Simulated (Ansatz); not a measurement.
**YPb3: response to strain**

Aim: deform YPb3 (equal xy, yz and zx engineering shear strains of -1 %) and compute stress, forces and field gradients with LAPW, PAW and all-electron datasets made for the crystal.

Method: DFT PBEsol, scalar-relativistic, in Ansatz 0.2.0.

### 1 The system as given

It takes space group Pm-3m (No. 221, cubic). Conventional cell: a = 4.823 Å, b = 4.823 Å, c = 4.823 Å, α = 90.00°, β = 90.00°, γ = 90.00°. Around Y (site symmetry m-3m) lie 12 Pb at 3.41 Å. Pb (site symmetry 4/mmm) is surrounded by 8 Pb at 3.41 Å and 4 Y at 3.41 Å.

As a file:

```xyz
4
Lattice="4.8230 0.0000 0.0000 0.0000 4.8230 0.0000 0.0000 0.0000 4.8230" Properties=species:S:1:pos:R:3 pbc="T T T"
Y     0.0000    0.0000    0.0000
Pb    0.0000    2.4115    2.4115
Pb    2.4115    0.0000    2.4115
Pb    2.4115    2.4115    0.0000
```

Atoms are numbered in the order of the input: Y1, Pb2, Pb3, Pb4.

### 2 The deformed structure

Space group Pm-3m before, R-3m after.

### 3 Full-potential LAPW

File input.yaml:

```yaml
crystal:
  lattice:
    - [4.823, -0.024115, -0.024115]
    - [-0.024115, 4.823, -0.024115]
    - [-0.024115, -0.024115, 4.823]
  atoms:
    - { symbol: "Y", position: [0.0, 0.0, 0.0] }
    - { symbol: Pb, position: [0.0, 0.5, 0.5] }
    - { symbol: Pb, position: [0.5, 0.0, 0.5] }
    - { symbol: Pb, position: [0.5, 0.5, 0.0] }
kpoints:
  mp_grid: { grid: [8, 8, 8] }
  band_path:
    path:
      - [0.0, 0.0, 0.0]
      - [0.5, 0.0, 0.0]
      - [0.5, -0.5, 0.5]
      - [0.4901240068, -0.5098759932, 0.4901240068]
      - [0.4901240068, 0.4901240068, 0.4901240068]
      - [0.0, 0.0, 0.0]
      - [0.5, -0.5, 0.0]
    npoints: 5
scf:
  occupations: { method: fermi_dirac, width: 0.08 }
hamiltonian:
  xc: pbesol
  pseudopotentials: { kind: all_electron, lapw: { basis_error: 0.0005 } }
output:
  forces: true
  stress: true
  eigenvalues: true
```

Launch:

```bash
$ ansatz run input.yaml --threads 1 --pin off --max-ram 4096MiB --backend cpu --events-out ev --progress --plain --runs-dir out
```

### 4 PAW with frozen cores

File input.yaml:

```yaml
crystal:
  lattice:
    - [4.823, -0.024115, -0.024115]
    - [-0.024115, 4.823, -0.024115]
    - [-0.024115, -0.024115, 4.823]
  atoms:
    - { symbol: "Y", position: [0.0, 0.0, 0.0] }
    - { symbol: Pb, position: [0.0, 0.5, 0.5] }
    - { symbol: Pb, position: [0.5, 0.0, 0.5] }
    - { symbol: Pb, position: [0.5, 0.5, 0.0] }
kpoints:
  mp_grid: { grid: [8, 8, 8] }
scf:
  occupations: { method: fermi_dirac, width: 0.08 }
hamiltonian:
  xc: pbesol
  pseudopotentials: { kind: paw }
output:
  forces: true
  stress: true
  eigenvalues: true
  efg: { contact_densities: true }
```

### 5 All-electron PAW on datasets made for the crystal

Edit input.yaml of step 4 so:

```diff
@@ -16,3 +16,3 @@
   xc: pbesol
-  pseudopotentials: { kind: paw }
+  pseudopotentials: { kind: all_electron, datasets: crystal }
 output:
```

(Steps that only read results are left out.)

Q: Predict the outcome of this session. Wanted: pressure; largest shear or deviatoric stress.

The runs gave:

| quantity | value |
| --- | --- |
| pressure | LAPW -0.50, PAW -0.50, crystal datasets -0.50 GPa |
| largest shear or deviatoric stress (LAPW) | 0.21 GPa |

What this shows: The largest part of the stress beyond the pressure is 0.21 GPa in size; the atoms are carried along and not relaxed. No run of the undeformed cell stands beside it, so pressure and stress hold what the given cell had before the change, as far as its symmetry allows. PAW: stress within 0.01 GPa of LAPW. Crystal datasets: stress within 0.01 GPa of LAPW. Spin-orbit coupling is left out, though the cell holds Pb; in elements this heavy it can shift bands and gaps by tenths of an eV.
